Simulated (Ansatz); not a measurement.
I need a test of the smearing width of RhN2, space group Pnnm. Use Ansatz 0.2.0 through its Python package. Use (first run): PBEsol, PAW, cutoff 510 eV, 6×5×9 k-points, cold smearing of 0.3 eV. The script varies width (eV): 0.3, 0.2, 0.1, 0.05.

```
Rh N
1.0
     4.08754    0.00000    0.00000
     0.00000    4.91769    0.00000
     0.00000    0.00000    2.83453
Rh N
2 4
Cartesian
  2.0438 2.4588 1.4173
  0.0000 0.0000 0.0000
  1.5472 4.4994 1.4173
  2.5404 0.4183 1.4173
  0.4966 2.0405 0.0000
  3.5910 2.8772 0.0000
```

Script `rhn2.py`:
```python
import ansatz as az
from pymatgen.core import Lattice, Structure
from pymatgen.io.ase import AseAtomsAdaptor
from tabulate import tabulate

params = {
    "ecut": 510,
    "kgrid": (6, 5, 9),
    "functional": "PBEsol",
}


def main() -> None:
    pmg_structure = Structure(
        Lattice([(4.087542, 0.0, 0.0), (0.0, 4.917689, 0.0), (0.0, 0.0, 2.834525)]),
        ["Rh", "Rh", "N", "N", "N", "N"],
        [
            (0.5, 0.5, 0.5),
            (0.0, 0.0, 0.0),
            (0.378514, 0.914936, 0.5),
            (0.621486, 0.085064, 0.5),
            (0.121486, 0.414936, 0.0),
            (0.878514, 0.585064, 0.0),
        ],
    )
    system = az.Crystal.from_ase(AseAtomsAdaptor.get_atoms(pmg_structure))

    setup = (
        system.calculation()
        .basis(params["ecut"])
        .kpoints(*params["kgrid"])
        .functional(params["functional"])
        .stress()
    )

    rows = []
    for value in [0.3, 0.2, 0.1, 0.05]:
        rep = setup.occupations("cold", width=value).run(threads=1).report
        rows.append((value, rep["free_energy_ev"] / len(rep["lattice"]["sites"]), rep["n_iterations"], sum(rep["stress_gpa"][i][i] for i in range(3)) / 3, rep["n_kpoints"]))

    print(tabulate(rows, headers=["width (eV)", "F/atom (eV)", "iterations", "P (GPa)", "k-points"], floatfmt=".4f", tablefmt="grid"))

    for row in rows[:-1]:
        shift = 1000 * (row[1] - rows[-1][1])
        print(f"{row[0]}: {shift:+.2f} meV/atom" + ("  (within 5 meV)" if abs(shift) < 5 else ""))


if __name__ == "__main__":
    main()
```

```console
$ python rhn2.py
+--------------+---------------+--------------+-----------+------------+
|   width (eV) |   F/atom (eV) |   iterations |   P (GPa) |   k-points |
+==============+===============+==============+===========+============+
|       0.3000 |    -2365.0425 |            7 |  -13.2429 |         60 |
+--------------+---------------+--------------+-----------+------------+
|       0.2000 |    -2365.0419 |            7 |  -13.3016 |         60 |
+--------------+---------------+--------------+-----------+------------+
|       0.1000 |    -2365.0421 |            7 |  -13.2858 |         60 |
+--------------+---------------+--------------+-----------+------------+
|       0.0500 |    -2365.0419 |            7 |  -13.2845 |         60 |
+--------------+---------------+--------------+-----------+------------+
0.3: -0.56 meV/atom  (within 5 meV)
0.2: +0.05 meV/atom  (within 5 meV)
0.1: -0.22 meV/atom  (within 5 meV)
```

Going from 0.05 to 0.3 eV changes F by -0.6 meV an atom. This scheme is built to cancel the term in the square of the width, so the shifts stay small and are partly the mesh's error. The pressure moves from -13.28 to -13.24 GPa.

Reading the output:
- The run is spin-unpolarised.
- For a metal this k-point mesh is coarse: on a finer one energies can move by several to tens of meV an atom and pressures by half a GPa or more, differences at one mesh by less.
- The narrowest width needs the finest mesh, so the last row is no converged reference.
- Pressure is positive in compression.
- At these settings the cell as given stands under about -13 GPa, so it isn't at this functional's equilibrium volume.
- The structure comes from a database of computed cells and needn't be a stable or known phase.
- Wall time of the script: 28 s on 1 thread of Intel(R) Xeon(R) Platinum 8259CL CPU @ 2.50GHz (Skylake/Cascade Lake) (shared host), peak memory 0.54 GiB.
